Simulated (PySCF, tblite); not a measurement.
# C4H6B2BrF: geometry, infrared bands and NMR shifts

Aim: predict the infrared bands and NMR shifts of C4H6B2BrF (`CC#CBCB(F)Br`).

The runs use tblite 0.8.0 and PySCF 2.14.0, with density-fitted response routines of our own; the level of theory stands in each step. All values are computed, except where a source is named. Atoms are numbered from 0 throughout.

## (1) Starting geometry

14 atoms, charge 0, multiplicity 1; geometry from: force field or distance geometry start.

Bonds of the start (Å): C0–C1 1.46, C1–C2 1.21, C2–B3 1.53, B3–C4 1.60, C4–B5 1.59, B5–F6 1.45, B5–Br7 2.01, C0–H8 1.11, C0–H9 1.11, C0–H10 1.11, B3–H11 1.17, C4–H12 1.11, C4–H13 1.12.

## (2) Relaxing the molecule with GFN2-xTB

The job: settings as JSON, then the geometry in Å.

```
{"job": {"kind": "relax", "xc": "GFN2-xTB", "basis": "xTB"}, "charge": 0, "multiplicity": 1}
C     -3.067800    -0.093100     1.250000
C     -1.877800    -0.070900     0.409700
C     -0.871800    -0.066900    -0.261700
B      0.383000    -0.040300    -1.143100
C      1.769400    -0.564900    -0.543700
B      2.827600     0.618500    -0.555800
F      3.262400     1.210300    -1.805600
Br     3.627400     1.272300     1.172000
H     -3.888500     0.445600     0.729900
H     -3.389300    -1.140700     1.440700
H     -2.866600     0.407100     2.216900
H      0.315900     0.339500    -2.246500
H      1.624100    -0.929700     0.496800
H      2.151200    -1.397500    -1.181800
```

The run is started by

```sh
OMP_NUM_THREADS=1 python probes_run.py task.json out
```

This one command runs all jobs of the session in turn.

The log of the run:

```text
step      E/eV     max force
  0    -623.34523    3.474
  1    -623.60035    2.192
  2    -623.34194    7.524
  3    -623.77570    0.918
  4    -623.81216    0.591
  5    -623.83791    0.417
  6    -623.84306    0.218
  7    -623.84936    0.203
  8    -623.85175    0.184
  9    -623.85458    0.129
 10    -623.85629    0.114
 11    -623.85780    0.121
 12    -623.85910    0.107
 13    -623.86022    0.081
 14    -623.86097    0.071
 15    -623.86144    0.057
 16    -623.86179    0.056
 17    -623.86218    0.054
 18    -623.86260    0.063
 19    -623.86302    0.065
 20    -623.86343    0.055
 21    -623.86388    0.054
 22    -623.86443    0.073
 23    -623.86513    0.096
 24    -623.86590    0.089
 25    -623.86661    0.067
 26    -623.86720    0.065
 27    -623.86775    0.073
 28    -623.86847    0.078
 29    -623.86955    0.089
 30    -623.87111    0.109
 31    -623.87292    0.108
 32    -623.87436    0.097
 33    -623.87522    0.079
 34    -623.87588    0.067
 35    -623.87665    0.074
 36    -623.87746    0.109
 37    -623.87800    0.091
 38    -623.87852    0.055
 39    -623.87892    0.048
 40    -623.87943    0.065
 41    -623.88000    0.092
 42    -623.88059    0.089
 43    -623.88111    0.058
 44    -623.88170    0.062
 45    -623.88241    0.102
 46    -623.88320    0.106
 47    -623.88376    0.071
 48    -623.88409    0.049
 49    -623.88440    0.039
 50    -623.88467    0.099
 51    -623.88511    0.082
 52    -623.88563    0.078
 53    -623.88593    0.055
 54    -623.88623    0.058
 55    -623.88657    0.053
 56    -623.88702    0.043
 57    -623.88743    0.051
 58    -623.88773    0.049
 59    -623.88798    0.041
 60    -623.88823    0.049
 61    -623.88845    0.050
 62    -623.88866    0.036
 63    -623.88884    0.033
 64    -623.88905    0.048
 65    -623.88939    0.058
 66    -623.88974    0.053
 67    -623.88999    0.043
 68    -623.89018    0.040
 69    -623.89039    0.048
 70    -623.89071    0.061
 71    -623.89114    0.065
 72    -623.89154    0.047
 73    -623.89187    0.043
 74    -623.89224    0.043
 75    -623.89277    0.076
 76    -623.89356    0.105
 77    -623.89453    0.110
 78    -623.89547    0.085
 79    -623.89623    0.075
 80    -623.89696    0.068
 81    -623.89731    0.175
 82    -623.89749    0.092
 83    -623.89846    0.045
 84    -623.89871    0.033
 85    -623.89898    0.038
 86    -623.89916    0.033
 87    -623.89935    0.030
 88    -623.89952    0.035
 89    -623.89971    0.042
 90    -623.89999    0.039
 91    -623.90052    0.048
 92    -623.90122    0.078
 93    -623.90183    0.076
 94    -623.90211    0.081
 95    -623.90258    0.075
 96    -623.90293    0.050
 97    -623.90449    0.047
 98    -623.90573    0.093
 99    -623.90758    0.139
100    -623.90998    0.169
101    -623.91134    0.288
102    -623.91515    0.111
103    -623.91636    0.105
104    -623.91700    0.083
105    -623.91739    0.040
106    -623.91753    0.033
107    -623.91762    0.032
108    -623.91774    0.035
109    -623.91795    0.043
110    -623.91832    0.056
111    -623.91876    0.192
112    -623.91918    0.108
113    -623.91979    0.054
114    -623.92036    0.042
115    -623.92081    0.048
116    -623.92141    0.050
117    -623.92201    0.061
118    -623.92257    0.063
119    -623.92295    0.076
120    -623.92308    0.026
121    -623.92320    0.033
122    -623.92327    0.038
123    -623.92336    0.041
124    -623.92347    0.032
125    -623.92361    0.024
126    -623.92373    0.026
127    -623.92383    0.025
128    -623.92390    0.018
129    -623.92396    0.012
130    -623.92400    0.010
131    -623.92402    0.009
```

Run time: 1.5 s. Hardware: 1 thread of Arm Neoverse N1, shared host.

Step by step: (not every step is listed) (the energy doesn't fall at every step)

| step | energy from step 0 (eV) | largest force (eV/Å) |
| --- | --- | --- |
| 0 | 0.0000 | 3.4745 |
| 1 | -0.2551 | 2.1920 |
| 2 | 0.0033 | 7.5243 |
| 3 | -0.4305 | 0.9179 |
| 4 | -0.4669 | 0.5913 |
| 5 | -0.4927 | 0.4171 |
| 6 | -0.4978 | 0.2181 |
| 7 | -0.5041 | 0.2028 |
| 8 | -0.5065 | 0.1836 |
| 19 | -0.5178 | 0.0653 |
| 30 | -0.5259 | 0.1085 |
| 41 | -0.5348 | 0.0923 |
| 52 | -0.5404 | 0.0777 |
| 63 | -0.5436 | 0.0326 |
| 74 | -0.5470 | 0.0426 |
| 85 | -0.5538 | 0.0384 |
| 96 | -0.5577 | 0.0497 |
| 107 | -0.5724 | 0.0318 |
| 118 | -0.5773 | 0.0626 |
| 126 | -0.5785 | 0.0260 |
| 127 | -0.5786 | 0.0248 |
| 128 | -0.5787 | 0.0184 |
| 129 | -0.5787 | 0.0122 |
| 130 | -0.5788 | 0.0105 |
| 131 | -0.5788 | 0.0091 |

Close pairs (by a distance rule), those that changed most:

| bond | before (Å) | after (Å) | change (Å) |
| --- | --- | --- | --- |
| B5–F6 | 1.450 | 1.319 | -0.130 |
| B5–Br7 | 2.013 | 1.884 | -0.129 |
| C2–B3 | 1.534 | 1.491 | -0.042 |
| C4–H13 | 1.116 | 1.089 | -0.027 |
| C4–B5 | 1.588 | 1.563 | -0.025 |
| C0–H9 | 1.112 | 1.090 | -0.022 |
| C0–H8 | 1.111 | 1.090 | -0.021 |
| C4–H12 | 1.112 | 1.091 | -0.021 |

The next job starts from the end point, and lists it.

## (3) Vibrational analysis with GFN2-xTB

The job: settings as JSON, then the geometry in Å.

```
{"job": {"kind": "ir", "xc": "GFN2-xTB", "basis": "xTB"}, "charge": 0, "multiplicity": 1}
C     -2.650176     0.192365     1.340700
C     -1.632853    -0.039277     0.348615
C     -0.774543    -0.227719    -0.484226
B      0.357212    -0.407464    -1.438634
C      1.808336    -0.708715    -0.832486
B      2.314999     0.619351    -0.182409
F      3.071911     1.470409    -0.848381
Br     1.823768     1.169010     1.551771
H     -3.481509     0.754021     0.915503
H     -3.020712    -0.763969     1.709900
H     -2.223084     0.747108     2.176106
H      0.212008    -0.273046    -2.592660
H      1.705775    -1.488264    -0.075452
H      2.488191    -1.054238    -1.610513
```

The log of the run:

```text
mode    cm-1     km/mol
  1      24.9      1.35
  2      31.2      0.76
  3      33.5      0.40
  4      95.3      1.79
  5     126.2      0.91
  6     181.9      2.29
  7     239.8      2.49
  8     290.5      5.47
  9     305.6     14.61
 10     364.0      0.40
 11     406.6     19.74
 12     473.0     25.16
 13     528.8     14.67
 14     676.4     68.31
 15     726.7      5.81
 16     845.6     20.53
 17     889.2     38.35
 18     970.2    144.23
 19     997.9     19.48
 20    1022.2     25.18
 21    1037.3    265.20
 22    1044.1    166.53
 23    1109.8     85.38
 24    1248.6    417.71
 25    1269.2     62.31
 26    1379.8      8.51
 27    1437.4      6.91
 28    1439.9      7.90
 29    1456.5     10.00
 30    2300.2    290.89
 31    2635.7    136.59
 32    2977.3     24.30
 33    3002.9     10.40
 34    3004.0     19.54
 35    3006.9     18.30
 36    3010.4     11.44
```

It took 0.77 s on 1 thread of Arm Neoverse N1, shared host.

The strongest bands and the atoms that carry them (share of the mass-weighted mode):

| cm⁻¹ | km/mol | atoms |
| --- | --- | --- |
| 676 | 68.3 | H11 39 %, B3 33 % |
| 970 | 144.2 | B5 24 %, H12 23 %, C4 21 %, B3 19 % |
| 1037 | 265.2 | H12 49 %, B5 21 %, C4 13 % |
| 1044 | 166.5 | H11 39 %, B3 12 % |
| 1110 | 85.4 | H13 67 %, C4 12 % |
| 1249 | 417.7 | B5 51 %, F6 17 % |
| 2300 | 290.9 | C1 52 %, C2 47 % |
| 2636 | 136.6 | H11 92 % |

## (4) NMR shieldings: PBE0/pcSseg-1

Settings changed since step 3:

```diff
@@ -1,2 +1,2 @@
-{"job": {"kind": "ir", "xc": "GFN2-xTB", "basis": "xTB"}, "charge": 0, "multiplicity": 1}
+{"job": {"kind": "nmr", "xc": "PBE0", "basis": "pcSseg-1"}, "charge": 0, "multiplicity": 1}
 C     -2.650176     0.192365     1.340700
```

Method: GIAO PBE0/pcSseg-1 NMR shielding, non-relativistic, gas phase.

The log of the run:

```text
coarse grid: 58544 points
cycle   1  E = -2878.7422980792  dE = -2.645e-01  |g| = 8.971e-01  |ddm| = 3.692e+00
cycle   2  E = -2878.6941581023  dE =  4.814e-02  |g| = 8.794e-01  |ddm| = 1.076e+00
cycle   3  E = -2878.8072671203  dE = -1.131e-01  |g| = 3.034e-01  |ddm| = 7.336e-01
cycle   4  E = -2878.8230214408  dE = -1.575e-02  |g| = 1.252e-01  |ddm| = 2.703e-01
cycle   5  E = -2878.8267870335  dE = -3.766e-03  |g| = 3.313e-02  |ddm| = 1.077e-01
cycle   6  E = -2878.8269935789  dE = -2.065e-04  |g| = 5.532e-03  |ddm| = 2.528e-02
cycle   7  E = -2878.8270006688  dE = -7.090e-06  |g| = 1.025e-03  |ddm| = 5.832e-03
final grid: 124160 points
cycle   8  E = -2878.8270272954  dE =  1.071e-08  |g| = 1.112e-03  |ddm| = 2.834e-03
cycle   9  E = -2878.8270271783  dE =  1.171e-07  |g| = 1.323e-03  |ddm| = 1.904e-03
cycle  10  E = -2878.8270275779  dE = -3.997e-07  |g| = 1.572e-04  |ddm| = 1.044e-03
cycle  11  E = -2878.8270275818  dE = -3.863e-09  |g| = 3.567e-05  |ddm| = 1.065e-04
cycle  12  E = -2878.8270275821  dE = -2.619e-10  |g| = 1.433e-05  |ddm| = 3.315e-05
converged SCF energy = -2878.8270275821

GIAO shielding tensors (ppm)
atom      isotropic    diamagn.    paramagn.     s11        s22        s33       span
  0 C      178.511     252.557     -74.046    171.593    173.411    190.529     18.936
  1 C       30.656     275.672    -245.016    -26.812      4.170    114.609    141.421
  2 C       86.118     256.266    -170.148     -6.240     -4.466    269.059    275.299
  3 B       34.793     196.371    -161.578    -32.099      7.849    128.630    160.729
  4 C      144.468     258.498    -114.029     85.968    156.308    191.129    105.161
  5 B       51.527     192.703    -141.176      7.580     72.535     74.466     66.887
  6 F      165.086     462.877    -297.792      6.835    104.324    384.098    377.263
  7 Br    2264.983    3127.117    -862.133   1713.168   2397.884   2683.898    970.730
  8 H       29.221      27.075       2.146     24.355     27.137     36.172     11.817
  9 H       29.203      27.880       1.323     25.001     27.074     35.533     10.532
 10 H       29.152      30.728      -1.576     23.836     29.077     34.543     10.707
 11 H       24.982      30.614      -5.633     22.203     25.598     27.144      4.941
 12 H       29.431      33.100      -3.668     26.298     28.319     33.676      7.378
 13 H       28.952      28.989      -0.037     26.454     26.670     33.732      7.278
```

Wall time 55 s (1 thread of Arm Neoverse N1, shared host); peak memory 0.9 GiB.

Shifts follow as δ = σ(reference) − σ, with reference shieldings (ppm) from runs at the same level and on the same kind of geometry: 1H TMS 31.72, 13C TMS 186.9, 19F CFCl3 170.9, 11B BF3·OEt2 100.1, 79Br HBr 2622. The references are single molecules in the gas phase, so shifts against H2O, NH3, PH3, H3PO4 or CFCl3 are not on the usual liquid scales and can be off by tens of ppm. Atoms listed in one row are averaged.

| atoms | environment | σ (ppm) | δ (ppm) | δ scaled to CDCl3 |
| --- | --- | --- | --- | --- |
| C1 | alkyne carbon | 30.7 | 156.3 | 150.6 |
| C2 | alkyne carbon | 86.1 | 100.8 | 96.5 |
| C4 | sp3 CH2 bonded to 2 B | 144.5 | 42.5 | 39.5 |
| C0 | propargylic methyl carbon | 178.5 | 8.4 | 6.3 |
| H11 | hydrogen on a boron bonded to 2 C | 24.98 | 6.74 | – |
| H12, H13 | hydrogen on an sp3 CH2 bonded to 2 B | 29.19 | 2.53 | 2.49 |
| H8, H9, H10 | hydrogen on a propargylic methyl carbon | 29.19 | 2.53 | 2.49 |
| B3 | boron bonded to 2 C, H | 34.8 | 65.3 | – |
| B5 | boron bonded to C, Br, F | 51.5 | 48.5 | – |
| F6 | fluorine bonded to B | 165.1 | 5.9 | – |
| Br7 | bromine bonded to B | 2265 | 357 | – |

The scaled column applies a straight-line fit of computed shieldings to shifts measured in CDCl3, with any fitted terms for Cl, Br or S neighbours, and one for carbons that bear F (root-mean-square error 0.16 ppm for H, 1.9 ppm for C).

The run also stored atomic charges by several schemes (e):

| atoms | Mulliken | IAO | Hirshfeld | ESP fit |
| --- | --- | --- | --- | --- |
| C0 | -0.16 | -0.44 | -0.09 | -0.69 |
| C1 | -0.21 | 0.04 | 0.00 | 0.39 |
| C2 | -0.22 | -0.18 | -0.15 | -0.65 |
| B3 | 0.28 | 0.15 | 0.16 | 0.62 |
| C4 | -0.61 | -0.57 | -0.22 | -0.47 |
| B5 | 0.59 | 0.41 | 0.23 | 0.43 |
| F6 | -0.26 | -0.29 | -0.13 | -0.23 |
| Br7 | -0.22 | -0.03 | -0.06 | -0.15 |

Mayer bond orders: C0–C1 1.19, C1–C2 2.49, C2–B3 1.17, B3–C4 0.93, C4–B5 1.02, B5–F6 1.15, B5–Br7 1.10.

## (5) Results

```
                                                              quantity                        value
                             strongest single infrared mode (GFN2-xTB)        1249 cm⁻¹, 418 km/mol
                                          zero-point energy (GFN2-xTB)                58.0 kcal/mol
                                13C shifts against TMS (PBE0/pcSseg-1)  156.3, 100.8, 42.5, 8.4 ppm
1H shifts against TMS (PBE0/pcSseg-1, means over atoms taken as alike)         6.74, 2.53, 2.53 ppm
                           11B shifts against BF3·OEt2 (PBE0/pcSseg-1)               65.3, 48.5 ppm
                              19F shifts against CFCl3 (PBE0/pcSseg-1)                      5.9 ppm
                               79Br shifts against HBr (PBE0/pcSseg-1)                      357 ppm
```

What this shows: Relaxing lowered the energy by 0.579 eV in 131 steps; the close pair that moved most is B5–F6, from 1.450 to 1.319 Å. All 36 modes are real, so the xTB geometry is a minimum. The strongest single mode, at 1249 cm⁻¹, moves mainly B5. Unscaled tight-binding wavenumbers are off by several per cent, some by more. Its intensities can rank the bands wrongly. At PBE0/pcSseg-1: Shielding is most anisotropic at Br7 (span 971 ppm, paramagnetic term -862 ppm). Spin-orbit coupling is left out, which matters for shieldings and couplings at and beside the heavy atoms.
